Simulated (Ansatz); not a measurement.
# H12O2Si5: the cost of one run

All numbers below are computed with Ansatz 0.2.0 (RKS BLYP/STO-3G).

### 1 Starting point

Bond lengths (14 of 18 bonds, heavy atoms first): Si1–Si2 2.220 Å, Si1–O6 1.680 Å, O6–Si7 1.680 Å, Si1–Si11 2.218 Å, Si1–O15 1.679 Å, O15–Si16 1.680 Å, Si2–H3 1.460 Å, Si2–H4 1.460 Å, Si2–H5 1.460 Å, Si7–H8 1.460 Å, Si7–H9 1.460 Å, Si7–H10 1.460 Å, Si11–H12 1.460 Å, Si11–H13 1.460 Å. Angles (14 of 32 angles, heavy atoms first): Si2–Si1–O6 109.4°, Si2–Si1–Si11 109.5°, Si2–Si1–O15 109.5°, O6–Si1–Si11 109.5°, O6–Si1–O15 109.5°, Si11–Si1–O15 109.5°, Si1–O6–Si7 125.0°, Si1–O15–Si16 125.0°, Si1–Si2–H3 109.5°, Si1–Si2–H4 109.5°, Si1–Si2–H5 109.5°, O6–Si7–H8 109.5°, O6–Si7–H9 109.5°, O6–Si7–H10 109.5°.

The coordinates stand in the first input below.

### 2 Preparing the start

Input file input.yaml:

```yaml
crystal:
  periodic: [false, false, false]
  atoms:
    - { symbol: Si, position_ang: [0.0, 0.0, 0.0] }
    - { symbol: Si, position_ang: [0.0, 0.0, 2.22] }
    - { symbol: H, position_ang: [-1.3148, -0.4067, 2.7074] }
    - { symbol: H, position_ang: [1.0096, -0.9353, 2.7074] }
    - { symbol: H, position_ang: [0.3052, 1.342, 2.7074] }
    - { symbol: O, position_ang: [1.5842, 0.0, -0.5594] }
    - { symbol: Si, position_ang: [2.4906, -1.3762, -0.8866] }
    - { symbol: H, position_ang: [1.6598, -2.3521, -1.5857] }
    - { symbol: H, position_ang: [3.6318, -1.0202, -1.7249] }
    - { symbol: H, position_ang: [2.9691, -1.9538, 0.366] }
    - { symbol: Si, position_ang: [-1.0456, 1.8115, -0.7393] }
    - { symbol: H, position_ang: [-2.4302, 1.478, -1.0607] }
    - { symbol: H, position_ang: [-1.0215, 2.8436, 0.2931] }
    - { symbol: H, position_ang: [-0.3743, 2.3069, -1.9374] }
    - { symbol: O, position_ang: [-0.7913, -1.3709, -0.5594] }
    - { symbol: Si, position_ang: [-1.673, -2.4329, 0.3983] }
    - { symbol: H, position_ang: [-1.2634, -2.287, 1.792] }
    - { symbol: H, position_ang: [-3.0964, -2.1323, 0.2761] }
    - { symbol: H, position_ang: [-1.4264, -3.8036, -0.0398] }
basis:
  gaussian: { orbitals: STO-3G }
hamiltonian:
  xc: blyp
relax:
  f_tol: 0.02
  max_steps: 40
```

Started as:

```
$ ansatz run input.yaml --threads 2 --pin off --max-ram 3072MiB --backend cpu --events-out ev --progress --plain --runs-dir out
```

What time and memory should one allow on 2 threads of Intel Xeon Platinum 8375C at 2.90GHz (Ice Lake), shared host?

About 1.8 min, with a peak of 0.17 GiB.
